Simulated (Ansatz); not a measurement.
This script for the Ansatz DFT code, driven from Python starts 5 runs on CH₆OSiSn, SMILES [SnH3][SiH]1CO1. What input does the engine get in each?

`methods_ch6osisn.py`:
```python
# -*- coding: utf-8 -*-
from pathlib import Path

import ansatz
from ase import Atoms
import numpy as np

atoms = Atoms(["Sn", "Si", "C", "O", "H", "H", "H", "H", "H", "H"], positions=[
    [-1.1436, 1.0662, -0.8545],
    [-0.2731, -0.7802, 0.5114],
    [1.4953, -0.6714, 0.8809],
    [1.2862, -1.3412, -0.2548],
    [-1.4207, 0.561, -2.5322],
    [-2.7254, 1.6435, -0.1987],
    [-0.0336, 2.4488, -0.8396],
    [-1.0342, -1.9389, 0.8624],
    [1.9079, -1.3364, 1.7282],
    [2.0243, 0.2974, 0.6998],
])
molecule = ansatz.Crystal.molecule_from_ase(atoms)

setup = molecule.calculation().basis(gaussian="def2-SVP")

print("functional    E (Ha)        dipole (D)   HOMO (eV)  LUMO (eV)")
for name in ["pbe", "hse06", "cam_b3lyp", "lc_wpbe", "b3lyp"]:
    summary = setup.functional(name).forces().orbitals().run(threads=1, backend="cpu", runs_dir="runs").report
    lines = Path(summary["orbitals_path"]).read_text().splitlines()
    field_of = lambda key: [line.split("=")[1].strip() for line in lines if line.startswith(key)]
    orbitals = [(27.211386 * float(e), s, float(n)) for e, s, n in zip(field_of("Ene="), field_of("Spin="), field_of("Occup="))]
    homo = max(e for e, _, n in orbitals if n > 0.5)
    lumo = min(e for e, _, n in orbitals if n < 0.5)
    dipole = 4.803205 * np.linalg.norm(summary["charge_distribution"]["dipole_moment_e_ang"])
    print(f"{name:10s} {summary['free_energy_ev'] / 27.211386246:14.6f} {dipole:9.3f} {homo:11.3f} {lumo:10.3f}")
```

Run 1:
```yaml
crystal:
  periodic: [false, false, false]
  atoms:
    - { symbol: Sn, position_ang: [-1.1436, 1.0662, -0.8545] }
    - { symbol: Si, position_ang: [-0.2731, -0.7802, 0.5114] }
    - { symbol: C, position_ang: [1.4953, -0.6714, 0.8809] }
    - { symbol: O, position_ang: [1.2862, -1.3412, -0.2548] }
    - { symbol: H, position_ang: [-1.4207, 0.561, -2.5322] }
    - { symbol: H, position_ang: [-2.7254, 1.6435, -0.1987] }
    - { symbol: H, position_ang: [-0.0336, 2.4488, -0.8396] }
    - { symbol: H, position_ang: [-1.0342, -1.9389, 0.8624] }
    - { symbol: H, position_ang: [1.9079, -1.3364, 1.7282] }
    - { symbol: H, position_ang: [2.0243, 0.2974, 0.6998] }
basis:
  gaussian:
    orbitals: def2-SVP
hamiltonian:
  xc: pbe
output:
  orbitals: {}
  forces: true
```

Run 2, against run 1:
```diff
-  xc: pbe
+  xc: hse06
```

Run 3, against run 1:
```diff
-  xc: pbe
+  xc: cam_b3lyp
```

Run 4, against run 1:
```diff
-  xc: pbe
+  xc: lc_wpbe
```

Run 5, against run 1:
```diff
-  xc: pbe
+  xc: b3lyp
```

`python methods_ch6osisn.py` gives:
```text
functional    E (Ha)        dipole (D)   HOMO (eV)  LUMO (eV)
pbe           -620.185168     1.639      -5.934     -2.030
hse06         -620.214393     1.917      -6.819     -1.647
cam_b3lyp     -620.405279     2.056      -8.437     -0.188
lc_wpbe       -620.346714     2.126      -9.760      0.834
b3lyp         -620.567291     1.904      -6.965     -1.433
```

Notes:
- Total energies depend on the basis set; only differences at equal settings carry meaning.
- The geometry is a force-field or estimated start, not a minimum of this method, and the basis set is short of its limit. A lower total doesn't mark the better method: functionals have no common bound, and MP2 and coupled cluster aren't variational.
- def2 sets replace the cores of elements past krypton by effective core potentials.
- b3lyp holds the VWN-RPA fit, as in Gaussian; the form of ORCA and Turbomole is b3lyp5.
- Levels such as HOMO and LUMO are orbital energies: with these approximate functionals they aren't the ionisation energy and electron affinity, and their gap isn't the fundamental gap.
- hse06 follows the composition of plane-wave codes, whose totals differ by tens of mHa, up to about 0.1 Ha, from the form usual in Gaussian-basis programs (wpbeh).
- It ran for 20 s on 1 thread of Arm Neoverse V2, with other jobs on the host, peak memory 0.32 GiB.
